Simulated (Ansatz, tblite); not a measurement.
# The cluster Ta3S8: one state, many levels

How do method and basis change the picture of the cluster Ta3S8 (doublet)?

Computed with Ansatz 0.2.0, Gaussian basis. Level: as each input shows.

Plan: GFN1-xTB, GFN2-xTB, PBE-D4/def2-SVP, r2SCAN-D4/def2-SVP, BLYP-D4/def2-SVP, B97M-V/def2-SVP, MP2/def2-SVP, RPA/def2-SVP.

12 further runs of the same task are left out: 4 that didn't finish, 8 set aside as unsound or not needed. Runs told in other sessions of the task aren't counted.

## 1. The structure

The geometry is that of the doublet, from an earlier relaxation (PBE-D4/def2-SVP).

11 atoms, charge 0, spin multiplicity 2.

Bond lengths: Ta1–S4 2.626 Å, Ta1–S5 2.422 Å, Ta1–S6 2.422 Å, Ta1–S7 2.168 Å, Ta1–S11 2.626 Å, Ta2–S4 2.366 Å, Ta2–S6 2.354 Å, Ta2–S8 2.405 Å, Ta2–S9 2.181 Å, Ta3–S5 2.354 Å, Ta3–S8 2.405 Å, Ta3–S10 2.181 Å, Ta3–S11 2.367 Å. Angles: S4–Ta1–S5 133.9°, S4–Ta1–S6 85.5°, S4–Ta1–S7 113.9°, S4–Ta1–S11 62.3°, S5–Ta1–S6 96.8°, S5–Ta1–S7 108.8°, S5–Ta1–S11 85.5°, S6–Ta1–S7 108.8°, S6–Ta1–S11 134.0°, S7–Ta1–S11 113.9°, S4–Ta2–S6 93.2°, S4–Ta2–S8 110.2°, S4–Ta2–S9 112.2°, S6–Ta2–S8 113.7°, S6–Ta2–S9 112.0°, S8–Ta2–S9 113.9°, S5–Ta3–S8 113.8°, S5–Ta3–S10 111.9° and more.

Ta takes a core potential in the def2 sets. No spin-orbit coupling is included.

PBE0-D4/def2-SVP was run before; its log isn't repeated, and its numbers join the tables.

## 2. GFN1-xTB

Tight binding, by tblite at 300 K electronic temperature and without a spin-polarisation term:

```python
tblite.interface.Calculator('GFN1-xTB', numbers, positions, charge=0, uhf=1).singlepoint()
```

Energy -976.6009 eV; 0.029 s.

## 3. GFN2-xTB

Tight binding, by tblite at 300 K electronic temperature and without a spin-polarisation term:

```python
tblite.interface.Calculator('GFN2-xTB', numbers, positions, charge=0, uhf=1).singlepoint()
```

Energy -878.2270 eV; 0.052 s.

## 4. PBE-D4/def2-SVP

start.molden holds the orbitals of an earlier run on this state, given as this run's starting guess.

Contents of in.yaml:

```yaml
crystal:
  periodic: [false, false, false]
  atoms:
    - {symbol: Ta, position_ang: [-0.922814, -1.299958, -0.226809]}
    - {symbol: Ta, position_ang: [-0.947720, 1.715305, 0.539962]}
    - {symbol: Ta, position_ang: [1.958448, -0.164458, -0.516592]}
    - {symbol: S, position_ang: [-0.974305, -0.070132, 2.092730]}
    - {symbol: S, position_ang: [0.638273, -1.331141, -2.077827]}
    - {symbol: S, position_ang: [-2.269170, 0.549917, -1.020542]}
    - {symbol: S, position_ang: [-2.115553, -3.109276, -0.287438]}
    - {symbol: S, position_ang: [1.299389, 2.128007, -0.211628]}
    - {symbol: S, position_ang: [-1.961945, 3.487959, 1.304869]}
    - {symbol: S, position_ang: [4.089897, -0.424695, -0.896630]}
    - {symbol: S, position_ang: [1.205501, -1.481540, 1.299896]}
basis:
  gaussian: {orbitals: def2-SVP, initial_orbitals: start.molden}
magnetization: {spin_polarized: true, initial_magnetization: 1}
hamiltonian: {xc: pbe, dispersion: d4}
scf: {omitted_lower_state_checks: [starts]}
output: {forces: true, orbitals: {seedname: orbitals}}
```

Run with:

```sh
> ansatz run in.yaml --threads 4 --pin off --events-out ev --progress --plain --max-ram 6963MiB
```

Further steps of the session: r2SCAN-D4/def2-SVP; BLYP-D4/def2-SVP; B97M-V/def2-SVP; MP2/def2-SVP; RPA/def2-SVP.

Q: Predict the results of all the runs planned. Wanted: gap in def2-SVP, named functionals, smallest and largest; correlation energy, MP2/def2-SVP; binding an atom, functionals in def2-SVP; ⟨S²⟩ in def2-SVP, named functionals, smallest and largest.

**Answer**, as computed:

| quantity | value |
| --- | --- |
| gap in def2-SVP, named functionals, smallest and largest | 0.52 eV (BLYP-D4), 2.28 eV (PBE0-D4) |
| correlation energy, MP2/def2-SVP | -55.04 eV |
| binding an atom, functionals in def2-SVP | 4.65 (PBE0-D4) to 4.95 eV (PBE-D4) |
| ⟨S²⟩ in def2-SVP, named functionals, smallest and largest | 0.753, 0.759 |

Orbital gaps of the named functionals in def2-SVP span 0.52 eV (BLYP-D4) to 2.28 eV (PBE0-D4); exact exchange widens it. Over the named functionals in def2-SVP spin contamination reaches 0.01 (PBE0-D4), which is small.
